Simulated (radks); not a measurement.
# Ionisation of Rh⁺: one atom, several choices of relativity

An exercise on one series of results from a longer session: the logs are not shown, and one member is left open.

The numbers are computed with radks (a radial shooting solver on a logarithmic mesh, Libxc functionals) version 1 (Kohn-Sham, LDA (Slater exchange, Perdew-Wang correlation), spin-unpolarised, spherical densities), except any that are marked as measured or tabulated.

### The system

| Quantity | Value |
| --- | --- |
| element | rhodium (Z = 45) |
| charge | +1 |
| electrons | 44 |
| configuration | [Kr] 4d8 |
| ion | Rh²⁺, [Kr] 4d7 |
| choices | non-relativistic; scalar-relativistic; Dirac, 2j+1 shares; Dirac, low j first; scalar-relativistic, finite nucleus; Dirac, 2j+1 shares, finite nucleus; Dirac, c × 5; Dirac, c × 3; Dirac, c × 1.5 |

Set-up of the first run:

Input:

```text
Z 45
configuration [Kr] 4d8
relativity non-relativistic
functional lda,pw
spin unpolarised
nucleus point
```

Among the steps run: non-relativistic: Rh⁺.

One of the session's tables, all rows but one given; the rest of the session is left out.

It belongs to the step «non-relativistic: Rh⁺». From the orbitals of this run (lengths in bohr):

| level | <r> | outermost maximum (interpolated) | 90 % within | nodes |
| --- | --- | --- | --- | --- |
| 2s | 0.1474 | 0.125 | 0.227 | 1 |
| 2p | 0.1260 | 0.0979 | 0.205 | 0 |
| 3s | 0.4038 | 0.364 | 0.594 | 2 |
| 3p | 0.3964 | 0.350 | 0.597 | 1 |
| 3d | 0.3703 | 0.291 | 0.588 | 0 |
| 4s | ? | ? | ? | ? |
| 4p | 1.095 | 0.954 | 1.63 | 2 |
| 4d | 1.532 | 1.14 | 2.48 | 1 |

Q: Estimate the row for 4s from the others.

**Answer.** <r>: 1.010; outermost maximum (interpolated): 0.906; 90 % within: 1.47; nodes: 3. In the column «<r>» it lies between 3s (0.4038) and 4p (1.095).

To keep in mind: Spin polarisation and multiplet splitting of open shells are left out at every level.
